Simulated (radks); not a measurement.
# Ar²⁺ in [Ne] 3s2 3p4: an all-electron calculation

One table from this session's results is given with a row withheld; the runs are named, their logs left out.

The numbers are computed with radks (a radial shooting solver on a logarithmic mesh, Libxc functionals) version 1 (non-relativistic Kohn-Sham, PBEsol, spin-polarised, spherical densities, point nucleus; open shells are filled with parallel spins first), except any that are marked as measured or tabulated.

## The atom as given

| Quantity | Value |
| --- | --- |
| element | argon (Z = 18) |
| charge | +2 |
| electrons | 16 |
| configuration | [Ne] 3s2 3p4 |

Outer shells as boxes (Hund's rule):

Ar²⁺
```
[Ne] core
3s [↑↓]
3p [↑↓][↑ ][↑ ]
```

The first run:

Settings of this run:

```text
Z 18
configuration [Ne] 3s2 3p4 4s0 3d0
relativity non-relativistic
functional pbe_sol,pbe_sol
spin polarised
nucleus point
```

One table of the session follows, with a row left open; its other results are not shown here.

It belongs to the step «Radial structure». Sizes of the orbitals, from the radial functions (bohr):

```
  level      <r>  outermost maximum (interpolated)  90 % within  nodes
  1s up  0.08629                            0.0566        0.154      0
1s down  0.08628                            0.0566        0.154      0
  2s up   0.4166                             0.341        0.650      1
2s down   0.4164                             0.341        0.650      1
  2p up   0.3773                             0.281        0.625      0
2p down   0.3771                             0.282        0.624      0
  3s up        ?                                 ?            ?      ?
3s down    1.340                              1.15         2.01      2
  3p up    1.459                              1.23         2.23      1
3p down    1.479                              1.23         2.27      1
  3d up    1.937                              1.46         3.18      0
3d down    2.067                              1.51         3.43      0
  4s up    3.509                              3.20         5.07      3
```

Q: Estimate the row for 3s up from the others.

As computed: <r>: 1.332; outermost maximum (interpolated): 1.15; 90 % within: 1.99; nodes: 2. In the column «<r>» it lies between 2s up (0.4166) and 3s down (1.340).

Caveats from the session: Open shells are spherical and high-spin; term and fine-structure splittings are not resolved.
